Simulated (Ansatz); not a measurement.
# Al: a surface, (110), 6 layers

Aim: cut a slab of Al (110), 6 layers from the relaxed bulk, relax it, and get surface energy and work function. The runs shown use PAW. Its runs: bulk cell relaxed (PAW); bulk in the slab's orientation (PAW); the reference run (PAW); atoms relaxed (PAW); core holes in 2p of Al (PAW); Si in place of Al in the outer layer (PAW); Si in place of Al in the middle layer (PAW).

Computed with Ansatz 0.2.0 (DFT, PBE, PAW with Ansatz's default frozen-core files, scalar-relativistic, unless a step's input says otherwise).

## 1. The structure to begin with

Symmetry: Fm-3m, No. 225, cubic system. The conventional cell has a = 4.040 Å, b = 4.040 Å, c = 4.040 Å, α = 90.00°, β = 90.00°, γ = 90.00°. Al (site symmetry m-3m) has 12 Al at 2.86 Å as nearest neighbours.

Coordinates:

```cif
data_structure
_symmetry_space_group_name_H-M 'Fm-3m'
_symmetry_Int_Tables_number 225
_cell_length_a 4.0399
_cell_length_b 4.0399
_cell_length_c 4.0399
_cell_angle_alpha 90.000
_cell_angle_beta 90.000
_cell_angle_gamma 90.000
_cell_volume 65.94
loop_
_atom_site_label
_atom_site_type_symbol
_atom_site_symmetry_multiplicity
_atom_site_Wyckoff_symbol
_atom_site_fract_x
_atom_site_fract_y
_atom_site_fract_z
_atom_site_occupancy
Al1 Al 4 a 0.00000 0.00000 0.00000 1
```

The file gives the conventional cell by its symmetry; the runs use the cell typed in the input.

## 2. Bulk cell relaxed, PAW

Input file input.yaml:

```yaml
crystal:
  lattice:
    - [0.0, 2.0199666694, 2.0199666694]
    - [2.0199666694, 0.0, 2.0199666694]
    - [2.0199666694, 2.0199666694, 0.0]
  atoms:
    - { symbol: Al, position: [0.0, 0.0, 0.0] }
kpoints:
  mp_grid: { grid: [18, 18, 18] }
scf:
  occupations: { method: fermi_dirac, width: 0.08 }
hamiltonian:
  xc: pbe
  pseudopotentials: { kind: paw }
output:
  forces: true
  stress: true
  write_density: true
  write_potential: true
  elf: true
  volumetric_format: npy
relax:
  f_tol: 0.005
  max_steps: 40
  cell: {}
```

Run with:

```
ansatz run input.yaml --threads 2 --pin off --max-ram 4096MiB --backend cpu --events-out ev --progress --plain --runs-dir out
```

After this run come: Bulk in the slab's orientation, PAW; Slab as cut, PAW; Atoms relaxed, PAW; Core holes in 2p of Al, PAW; Si in place of Al in the outer layer, PAW; Si in place of Al in the middle layer, PAW.

Q: Predict the outcome of this session. Wanted: surface energy; work function; outer layer spacing; surface core-level shift by Z+1; core-level shifts among the layers.

The runs gave:

| quantity | value |
| --- | --- |
| surface energy (PAW, relaxed) | 1.02 J/m² |
| work function (PAW, relaxed) | 3.87 eV |
| outer layer spacing (PAW) | 1.43 → 1.27 Å |
| surface core-level shift by Z+1 (PAW) | -0.14 eV |
| core-level shifts among the layers (PAW holes) | Al1 +0.00, Al2 +0.07, Al3 +0.04 eV |

What this shows: By PAW the surface costs 1.05 J/m² as cut and 1.02 J/m² relaxed. The outermost spacing changes by -11.1 % (PAW). Putting the next element in the outer rather than the middle layer costs -0.14 eV (PAW); in the Z+1 picture that is the binding energy at the surface less that inside. Thickness wasn't converged, and no reconstruction was sought.
